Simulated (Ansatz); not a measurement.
**C₃FGeN₃: basis-set convergence**

One table from this session's results is given with a row withheld; the runs are named, their logs left out.

Computed with Ansatz 0.2.0, Gaussian basis. Level: one geometry, several basis sets.

Plan: PBE0-D4/def2-SVP; ωB97M-V/def2-SVP; PBE0-D4/def2-QZVPP; ωB97M-V/def2-QZVPP; the functionals' def2-TZVPP values are taken from earlier runs.

## Structure used throughout

An earlier PBE0-D4 in a triple-zeta def2 set relaxation fixed the geometry.

8 atoms, charge 0, spin multiplicity 1.

Atoms are counted from 1 here; the program's logs count them from 0.

Bond lengths: N1–C2 1.150 Å, C2–Ge3 1.895 Å, Ge3–F4 1.705 Å, Ge3–C5 1.895 Å, Ge3–C7 1.895 Å, C5–N6 1.150 Å, C7–N8 1.150 Å. Angles: N1–C2–Ge3 179.3°, C2–Ge3–F4 108.3°, C2–Ge3–C5 110.6°, C2–Ge3–C7 110.6°, F4–Ge3–C5 108.3°, F4–Ge3–C7 108.3°, C5–Ge3–C7 110.6°, Ge3–C5–N6 179.3°, Ge3–C7–N8 179.3°.

The first run:

Contents of in.yaml:

```yaml
crystal:
  periodic: [false, false, false]
  atoms:
    - {symbol: N, position_ang: [2.550112, 0.182976, 1.478775]}
    - {symbol: C, position_ang: [1.640256, 0.127359, 0.777561]}
    - {symbol: Ge, position_ang: [0.127454, 0.032800, -0.360035]}
    - {symbol: F, position_ang: [0.656267, 0.214940, -1.970839]}
    - {symbol: C, position_ang: [-1.088538, 1.433295, 0.029366]}
    - {symbol: N, position_ang: [-1.827967, 2.278217, 0.278337]}
    - {symbol: C, position_ang: [-0.723342, -1.653055, -0.199737]}
    - {symbol: N, position_ang: [-1.242043, -2.673532, -0.089228]}
basis:
  gaussian: {orbitals: def2-SVP}
hamiltonian: {xc: pbe0, dispersion: d4}
output: {orbitals: {seedname: orbitals}}
```

Started as:

```
$ ansatz run in.yaml --threads 4 --pin off --events-out ev --progress --plain --max-ram 11315MiB
```

Steps of the session up to this table: PBE0-D4 in def2-SVP; ωB97M-V in def2-SVP; PBE0-D4 in def2-QZVPP; ωB97M-V in def2-QZVPP.

One of the session's tables, all rows but one given; the rest of the session is left out.

It belongs to the step «Density functionals: the series». 

```
functional       basis  HOMO (eV)  LUMO (eV)
   PBE0-D4    def2-SVP     -11.24      -3.07
   PBE0-D4  def2-TZVPP     -11.29      -3.21
   PBE0-D4  def2-QZVPP     -11.31      -3.23
   ωB97M-V    def2-SVP     -13.54      -0.92
   ωB97M-V  def2-TZVPP          ?          ?
   ωB97M-V  def2-QZVPP     -13.65      -1.17
```

**Question.** Estimate the row for ωB97M-V, def2-TZVPP.

As computed: HOMO (eV): -13.63; LUMO (eV): -1.12. In the column «HOMO (eV)» it lies between ωB97M-V, def2-QZVPP (-13.65) and ωB97M-V, def2-SVP (-13.54).
